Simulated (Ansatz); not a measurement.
# H₂BrO (doublet): the correlation ladder at distance Br1–H2 along a hydrogen transfer = 2.008 Å, cc-pVDZ

How much of the correlation energy of H₂BrO (doublet) does each wave-function method recover here?

Method: cc-pVDZ, core rule «outside noble gas», up to 15 orbitals frozen; program: Ansatz 0.2.0, Gaussian basis.

Plan: UHF; CCSD(T) on ROHF; CCSD(T) on UHF; BCCD(T) on ROHF; CISD; CCSDT(Q) on ROHF; CCSDT(Q) on UHF; CASSCF and MRCISD+Q, 3 electrons in 3 orbitals; CASSCF and NEVPT2, 3 electrons in 3 orbitals; CASSCF and MRCISD+Q, 15 electrons in 10 orbitals; CASSCF and NEVPT2, 15 electrons in 10 orbitals.

13 further runs of the same task are left out: 6 for a known fault of the program, 6 that didn't finish, 1 set aside as unsound or not needed.

## 1. What is computed

The geometry derives from fragments relaxed apart (PBE0/def2-TZVP) and kept rigid, so it is no stationary point. A hydrogen atom is moved between rigid fragments. No spin-orbit coupling is included. The filled d shell of Br may be among the frozen orbitals whatever the setting's name suggests; the logs give the count.

4 atoms, charge 0, spin multiplicity 2.

Atoms are counted from 1 here; the program's logs count them from 0.

Bond lengths: H2–O3 1.088 Å, O3–H4 0.973 Å. Angles: H2–O3–H4 105.0°.

## 2. UHF

Input file in.yaml:

```yaml
crystal:
  periodic: [false, false, false]
  atoms:
    - {symbol: Br, position_ang: [-2.112965, 0.234988, 0.000000]}
    - {symbol: H, position_ang: [-0.104965, 0.234988, 0.000000]}
    - {symbol: O, position_ang: [0.983035, 0.234988, 0.000000]}
    - {symbol: H, position_ang: [1.234894, -0.704963, 0.000000]}
basis:
  gaussian: {orbitals: cc-pVDZ}
magnetization: {spin_polarized: true, initial_magnetization: 1}
hamiltonian: {xc: hf}
output: {orbitals: {seedname: orbitals}}
```

Launch:

```
ansatz run in.yaml --threads 1 --pin off --events-out ev --progress --plain --max-ram 2393MiB
```

After this run come: CCSD(T) on ROHF; CCSD(T) on UHF; BCCD(T) on ROHF; CISD; CCSDT(Q) on ROHF; CCSDT(Q) on UHF; CASSCF and MRCISD+Q, 3 electrons in 3 orbitals; CASSCF and NEVPT2, 3 electrons in 3 orbitals; CASSCF and MRCISD+Q, 15 electrons in 10 orbitals; CASSCF and NEVPT2, 15 electrons in 10 orbitals.

**Question.** What will the summary of the whole plan be? Wanted: UCCSDT(Q) below the RHF energy; RMP2 from UCCSDT(Q); UMP2 from UCCSDT(Q); RCCSD from UCCSDT(Q); RCCSD(T) from UCCSDT(Q); UCCSD(T) from UCCSDT(Q); RCCSDT(Q) from UCCSDT(Q); NEVPT2 pair from UCCSDT(Q); MRCISD+Q pair from UCCSDT(Q).

The runs gave:

| quantity | value |
| --- | --- |
| UCCSDT(Q) below the RHF energy | -9.1500 eV |
| RMP2 from UCCSDT(Q) | +769.9 meV |
| UMP2 from UCCSDT(Q) | +783.7 meV |
| RCCSD from UCCSDT(Q) | +169.0 meV |
| RCCSD(T) from UCCSDT(Q) | +33.8 meV |
| UCCSD(T) from UCCSDT(Q) | +31.4 meV |
| RCCSDT(Q) from UCCSDT(Q) | +2.4 meV |
| NEVPT2 pair from UCCSDT(Q) | +783.9 meV |
| MRCISD+Q pair from UCCSDT(Q) | +80.5 meV |
| NEVPT2 valence from UCCSDT(Q) | +1380.1 meV |
| levels within 1 kcal/mol (43 meV) | RCCSD(T), UCCSD(T), BCCD(T), RCCSDT, UCCSDT, RCCSDT(Q) |
| T1 diagnostic | 0.013 |
| effectively unpaired electrons | 1.01 |

In words: RCCSD(T) misses by +33.8 meV, 0.4 % of the correlation energy. One determinant dominates. Of the multireference levels listed MRCISD+Q valence comes nearest in total energy (+46.8 meV), which doesn't show that its space is the better one. These misses are within one basis, not against nature; the frozen cores of restricted and unrestricted runs differ, which can shift their rows.
